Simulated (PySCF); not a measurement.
# C4H12Ge: NMR shieldings, part 2 of 2

PySCF 2.14.0. Atoms count from 0. The steps go on from the part before.

## 6. NMR shieldings: PBE0/pcJ-1 Ge:dyall-v2z, non-relativistic

The job: settings as JSON, then the geometry in Å.

```
{"job": {"xc": "PBE0", "basis": {"default": "pcJ-1", "Ge": "dyall-v2z"}, "rel": "nr", "kind": "hnmr"}, "charge": 0, "multiplicity": 1}
C     -0.472545    -0.999334    -1.654053
Ge    -0.001413    -0.000896    -0.001443
C     -0.021557     1.950221    -0.378336
C     -1.321610    -0.411909     1.425800
C      1.813589    -0.537703     0.603765
H     -1.462241    -0.720982    -2.003807
H     -0.466470    -2.070186    -1.473759
H      0.236597    -0.787228    -2.448641
H      0.240017     2.516916     0.510297
H     -1.006170     2.271200    -0.705315
H      0.690923     2.199874    -1.158873
H     -2.323316    -0.125823     1.119660
H     -1.327916    -1.474153     1.651505
H     -1.082142     0.126793     2.337803
H      1.850668    -1.601541     0.818389
H      2.554970    -0.320949    -0.159590
H      2.091618    -0.002271     1.506687
```

Method: PBE0/pcJ-1 Ge:dyall-v2z GIAO NMR shielding, non-relativistic, Gaussian nuclei, gas phase.

The program printed:

```text
non-relativistic SCF
coarse grid: 57800 points
cycle   1  E = -2236.1179471013  dE = -1.295e+01  |g| = 1.899e+00  |ddm| = 2.957e+00
cycle   2  E = -2236.0621556676  dE =  5.579e-02  |g| = 1.486e+00  |ddm| = 9.605e-01
cycle   3  E = -2236.2234902382  dE = -1.613e-01  |g| = 5.143e-01  |ddm| = 6.576e-01
cycle   4  E = -2236.2395855860  dE = -1.610e-02  |g| = 6.810e-02  |ddm| = 1.363e-01
cycle   5  E = -2236.2404053575  dE = -8.198e-04  |g| = 8.939e-03  |ddm| = 4.433e-02
cycle   6  E = -2236.2404191935  dE = -1.384e-05  |g| = 5.260e-04  |ddm| = 5.022e-03
cycle   7  E = -2236.2404192220  dE = -2.849e-08  |g| = 1.684e-04  |ddm| = 5.013e-04
final grid: 122336 points
cycle   8  E = -2236.2404246401  dE = -4.923e-08  |g| = 2.496e-04  |ddm| = 1.372e-03
cycle   9  E = -2236.2404246369  dE =  3.231e-09  |g| = 3.767e-04  |ddm| = 3.769e-04
cycle  10  E = -2236.2404246485  dE = -1.158e-08  |g| = 2.468e-05  |ddm| = 1.519e-04
cycle  11  E = -2236.2404246487  dE = -1.783e-10  |g| = 3.445e-06  |ddm| = 3.284e-05
converged SCF energy = -2236.2404246487
check of the scalar solution
cycle   1  E = -2236.2404246487  dE = -2.236e+03  |FDS-SDF| = 3.445e-06
cycle   2  E = -2236.2404246487  dE =  9.095e-13  |FDS-SDF| = 2.911e-06
converged, E = -2236.2404246487

Field gradients (au) and densities at the nuclei (bohr^-3)
atom        Vxx        Vyy        Vzz        centre      nuclear mean
  0 C      0.0040     0.0041    -0.0081        125.152        125.150
  1 Ge    -0.0006    -0.0019     0.0025      22239.523      22225.676
  2 C      0.0042     0.0043    -0.0085        125.152        125.150
  3 C      0.0039     0.0045    -0.0084        125.152        125.150
  4 C      0.0042     0.0044    -0.0086        125.152        125.150
  5 H     -0.1564    -0.1612     0.3176          0.475          0.475
  6 H     -0.1564    -0.1612     0.3177          0.475          0.475
  7 H     -0.1564    -0.1613     0.3177          0.475          0.475
  8 H     -0.1564    -0.1613     0.3177          0.475          0.475
  9 H     -0.1563    -0.1612     0.3176          0.475          0.475
 10 H     -0.1564    -0.1613     0.3177          0.475          0.475
 11 H     -0.1565    -0.1614     0.3179          0.475          0.475
 12 H     -0.1564    -0.1612     0.3176          0.475          0.475
 13 H     -0.1564    -0.1612     0.3176          0.475          0.475
 14 H     -0.1564    -0.1613     0.3177          0.475          0.475
 15 H     -0.1564    -0.1612     0.3176          0.475          0.475
 16 H     -0.1564    -0.1613     0.3177          0.475          0.475

Core orbital energies (eV)
atom   shell        mean    spread
  1 Ge 1s       -10857.443   0.000
  1 Ge 2s        -1356.251   0.000
  1 Ge 3s         -170.037   0.000
  1 Ge 4s          -18.103   0.000
  1 Ge 2p        -1205.997   0.000
  1 Ge 3p         -119.830   0.000
  1 Ge 3d          -32.692   0.066

Shielding tensors (ppm)
atom      isotropic    diamagn.    paramagn.     s11        s22        s33       span
  0 C       186.95      250.86      -63.92     182.48     182.59     195.78      13.30
  1 Ge     1359.79     2759.16    -1399.38    1359.01    1359.91    1360.43       1.42
  2 C       186.92      250.88      -63.96     182.48     182.52     195.76      13.28
  3 C       186.94      250.89      -63.94     182.50     182.58     195.75      13.26
  4 C       186.92      250.89      -63.97     182.48     182.54     195.73      13.26
  5 H        31.67       30.84        0.83      26.57      28.81      39.63      13.05
  6 H        31.67       30.84        0.83      26.57      28.80      39.63      13.06
  7 H        31.67       30.85        0.82      26.58      28.81      39.62      13.04
  8 H        31.67       30.86        0.81      26.58      28.82      39.62      13.04
  9 H        31.67       30.85        0.82      26.58      28.80      39.63      13.05
 10 H        31.67       30.86        0.82      26.58      28.81      39.63      13.05
 11 H        31.67       30.85        0.82      26.58      28.80      39.63      13.06
 12 H        31.67       30.84        0.82      26.57      28.80      39.63      13.06
 13 H        31.67       30.86        0.81      26.58      28.82      39.61      13.03
 14 H        31.67       30.85        0.81      26.58      28.80      39.63      13.05
 15 H        31.67       30.85        0.82      26.57      28.80      39.62      13.05
 16 H        31.67       30.86        0.81      26.58      28.82      39.62      13.04
```

It took 94 s on 1 thread of Intel Xeon Platinum 8259CL at 2.50GHz, shared host; peak memory 1.5 GiB.

## 7. NMR shieldings: GIAO PBE0/pcJ-1 Ge:def2-TZVP, non-relativistic

Settings changed since step 6:

```diff
@@ -1,2 +1,2 @@
-{"job": {"xc": "PBE0", "basis": {"default": "pcJ-1", "Ge": "dyall-v2z"}, "rel": "nr", "kind": "hnmr"}, "charge": 0, "multiplicity": 1}
+{"job": {"xc": "PBE0", "basis": {"default": "pcJ-1", "Ge": "def2-TZVP"}, "rel": "ecp", "pop": false, "kind": "hnmr"}, "charge": 0, "multiplicity": 1}
 C     -0.472545    -0.999334    -1.654053
```

With the program's defaults for keys left out, this is: GIAO PBE0/pcJ-1 Ge:def2-TZVP NMR shielding, scalar-relativistic core potentials on the heavy atoms, no spin-orbit coupling, gas phase.

The program printed:

```text
coarse grid: 57800 points
cycle   1  E = -2236.1238113982  dE = -6.480e-01  |g| = 8.272e-01  |ddm| = 2.974e+00
cycle   2  E = -2236.0894607468  dE =  3.435e-02  |g| = 9.790e-01  |ddm| = 1.002e+00
cycle   3  E = -2236.2285192946  dE = -1.391e-01  |g| = 3.102e-02  |ddm| = 5.297e-01
cycle   4  E = -2236.2285673362  dE = -4.804e-05  |g| = 2.520e-02  |ddm| = 3.775e-02
cycle   5  E = -2236.2286874768  dE = -1.201e-04  |g| = 1.006e-03  |ddm| = 1.700e-02
cycle   6  E = -2236.2286877150  dE = -2.381e-07  |g| = 5.469e-04  |ddm| = 1.913e-03
final grid: 122336 points
cycle   7  E = -2236.2286907923  dE = -6.598e-08  |g| = 6.255e-04  |ddm| = 2.522e-03
cycle   8  E = -2236.2286907757  dE =  1.660e-08  |g| = 8.204e-04  |ddm| = 1.165e-03
cycle   9  E = -2236.2286908792  dE = -1.036e-07  |g| = 7.693e-05  |ddm| = 5.313e-04
cycle  10  E = -2236.2286908804  dE = -1.198e-09  |g| = 1.692e-06  |ddm| = 7.392e-05
cycle  11  E = -2236.2286908804  dE = -5.912e-12  |g| = 9.170e-07  |ddm| = 5.342e-06
converged SCF energy = -2236.2286908804

GIAO shielding tensors (ppm)
atom      isotropic    diamagn.    paramagn.     s11        s22        s33       span
  0 C      187.167     251.142     -63.975    183.006    183.120    195.374     12.368
  1 Ge    1367.753    2757.225   -1389.472   1366.993   1367.876   1368.390      1.398
  2 C      187.139     251.140     -64.001    183.007    183.050    195.360     12.353
  3 C      187.161     251.147     -63.986    183.025    183.112    195.347     12.322
  4 C      187.137     251.148     -64.011    183.007    183.072    195.332     12.325
  5 H       31.659      30.885       0.774     26.684     28.796     39.498     12.814
  6 H       31.658      30.884       0.775     26.681     28.790     39.504     12.823
  7 H       31.662      30.892       0.770     26.692     28.801     39.494     12.802
  8 H       31.666      30.899       0.767     26.694     28.807     39.498     12.804
  9 H       31.660      30.890       0.770     26.692     28.789     39.498     12.807
 10 H       31.664      30.896       0.769     26.693     28.800     39.500     12.807
 11 H       31.664      30.893       0.771     26.691     28.796     39.506     12.816
 12 H       31.658      30.884       0.774     26.682     28.790     39.502     12.820
 13 H       31.662      30.896       0.766     26.692     28.809     39.486     12.795
 14 H       31.661      30.894       0.767     26.693     28.792     39.499     12.805
 15 H       31.659      30.891       0.768     26.686     28.794     39.498     12.812
 16 H       31.666      30.900       0.766     26.694     28.810     39.493     12.800
```

It took 59 s on 1 thread of Intel Xeon Platinum 8259CL at 2.50GHz, shared host; peak memory 1.5 GiB.

No atom here is heavy enough for this basis to carry a core potential, so the run is all-electron and non-relativistic.

## 8. Shieldings side by side

```
                                                                       run     Ge1     C0     C2     C3     C4   H15    H9     time
                               step 2, PBE0/pcJ-1 Ge:dyall-v2z, spin–orbit  1549.3  187.3  187.3  187.3  187.3  31.5  31.5  3.8 min
     step 3, PBE0/pcJ-1 Ge:dyall-v2z, spin–orbit (one-electron part alone)  1549.5  187.3  187.3  187.3  187.3  31.5  31.5  3.9 min
                                step 4, PBE0/pcJ-1 Ge:dyall-v2z, spin-free  1356.1  185.2  185.1  185.1  185.1  31.6  31.6    100 s
step 5, PBE0/pcJ-1 Ge:dyall-v2z, spin-free with spin-dependent field terms  1552.3  186.3  186.3  186.3  186.3  31.6  31.6  3.3 min
                         step 6, PBE0/pcJ-1 Ge:dyall-v2z, non-relativistic  1359.8  186.9  186.9  186.9  186.9  31.7  31.7     94 s
                    step 7, GIAO PBE0/pcJ-1 Ge:def2-TZVP, non-relativistic  1367.8  187.2  187.1  187.2  187.1  31.7  31.7     59 s
```

## 9. Results

What follows sums up all 2 parts.

| quantity | value |
| --- | --- |
| energy from spin-orbit coupling (step 2, PBE0/pcJ-1 Ge:dyall-v2z, spin–orbit) | -0.0429 Eh |
| shieldings (step 2, PBE0/pcJ-1 Ge:dyall-v2z, spin–orbit) | C0 187.3, Ge1 1549.3, C2 187.3, C3 187.3, C4 187.3 ppm |
| energy from spin-orbit coupling (step 3, PBE0/pcJ-1 Ge:dyall-v2z, spin–orbit (one-electron part alone)) | -0.0492 Eh |
| shieldings (step 3, PBE0/pcJ-1 Ge:dyall-v2z, spin–orbit (one-electron part alone)) | C0 187.3, Ge1 1549.5, C2 187.3, C3 187.3, C4 187.3 ppm |
| shieldings (step 4, PBE0/pcJ-1 Ge:dyall-v2z, spin-free) | C0 185.2, Ge1 1356.1, C2 185.1, C3 185.1, C4 185.1 ppm |
| shieldings (step 5, PBE0/pcJ-1 Ge:dyall-v2z, spin-free with spin-dependent field terms) | C0 186.3, Ge1 1552.3, C2 186.3, C3 186.3, C4 186.3 ppm |
| shieldings (step 6, PBE0/pcJ-1 Ge:dyall-v2z, non-relativistic) | C0 186.9, Ge1 1359.8, C2 186.9, C3 186.9, C4 186.9 ppm |
| shieldings (step 7, GIAO PBE0/pcJ-1 Ge:def2-TZVP, non-relativistic) | C0 187.2, Ge1 1367.8, C2 187.1, C3 187.2, C4 187.1 ppm |

What this shows: The steps not marked spin–orbit leave spin-orbit coupling out. Ge1 moves most between the runs, by 196 ppm; the labels say what changes from run to run.
